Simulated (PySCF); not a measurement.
# C2H6Pb (Pb(CH3)22+): the cost of one run

Method: TPSS, Pb def2-SVP with ECP60, C def2-SVP, H def2-SVP; scalar-relativistic core potentials, no spin–orbit coupling; program: PySCF 2.14.0.

3 further runs of the same task are left out: 2 for a known fault of the program, 1 set aside as unsound or not needed.

### Step 1. Where the work starts

9 atoms, charge 2, spin multiplicity 1.

Bond lengths: Pb1–C2 2.293 Å, Pb1–C6 2.293 Å, C2–H3 1.106 Å, C2–H4 1.106 Å, C2–H5 1.106 Å, C6–H7 1.106 Å, C6–H8 1.106 Å, C6–H9 1.106 Å. Angles: C2–Pb1–C6 179.9°, Pb1–C2–H3 103.2°, Pb1–C2–H4 103.3°, Pb1–C2–H5 103.3°, H3–C2–H4 114.9°, H3–C2–H5 114.9°, H4–C2–H5 114.9°, Pb1–C6–H7 103.2°, Pb1–C6–H8 103.3°, Pb1–C6–H9 103.3°, H7–C6–H8 114.9°, H7–C6–H9 114.9°, H8–C6–H9 114.9°.

Geometry (Å):

| atom | x (Å) | y (Å) | z (Å) |
| --- | --- | --- | --- |
| Pb1 | 0.00000 | 0.00000 | 0.77893 |
| C2 | 2.29325 | 0.00000 | 0.77611 |
| H3 | 2.54487 | 0.00000 | -0.30071 |
| H4 | 2.54835 | 0.93196 | 1.31328 |
| H5 | 2.54835 | -0.93196 | 1.31328 |
| C6 | -2.29325 | 0.00000 | 0.77611 |
| H7 | -2.54487 | 0.00000 | -0.30071 |
| H8 | -2.54835 | -0.93196 | 1.31328 |
| H9 | -2.54835 | 0.93196 | 1.31328 |

Formal oxidation states: Pb +4. An earlier session relaxed this geometry at TPSS, Pb def2-SVP with ECP60, C def2-SVP, H def2-SVP (singlet, point group D3h).

Its energy there is -271.825536 Eh.

### Step 2. Multiplicity 3 at the relaxed geometry

The input, run.py (the lines that set the calculation):

```python
mol = gto.M(atom='''
Pb     0.00000     0.00000     0.77893
C      2.29325     0.00000     0.77611
H      2.54487     0.00000    -0.30071
H      2.54835     0.93196     1.31328
H      2.54835    -0.93196     1.31328
C     -2.29325     0.00000     0.77611
H     -2.54487     0.00000    -0.30071
H     -2.54835    -0.93196     1.31328
H     -2.54835     0.93196     1.31328''',
    basis={'Pb': 'def2-SVP', 'C': 'def2-SVP', 'H': 'def2-SVP'},
    ecp={'Pb': 'def2-SVP'},
    charge=2, spin=2)
mf = dft.UKS(mol, xc='TPSS')
mf.grids.atom_grid = (50, 194)
mf = mf.density_fit()  # fitting sets: Pb def2-universal-JKFIT, C def2-universal-JKFIT, H def2-universal-JKFIT
mf.conv_tol = 1e-08; mf.max_cycle = 55
mf.kernel(dm0)  # dm0: free metal ions and neutral atoms
```

Started as:

```sh
> OMP_NUM_THREADS=2 python run.py
```

**Question.** How long does this run take on 2 threads of Intel Xeon Platinum 8259CL at 2.50GHz (Skylake/Cascade Lake), shared host?

About 8.1 s.
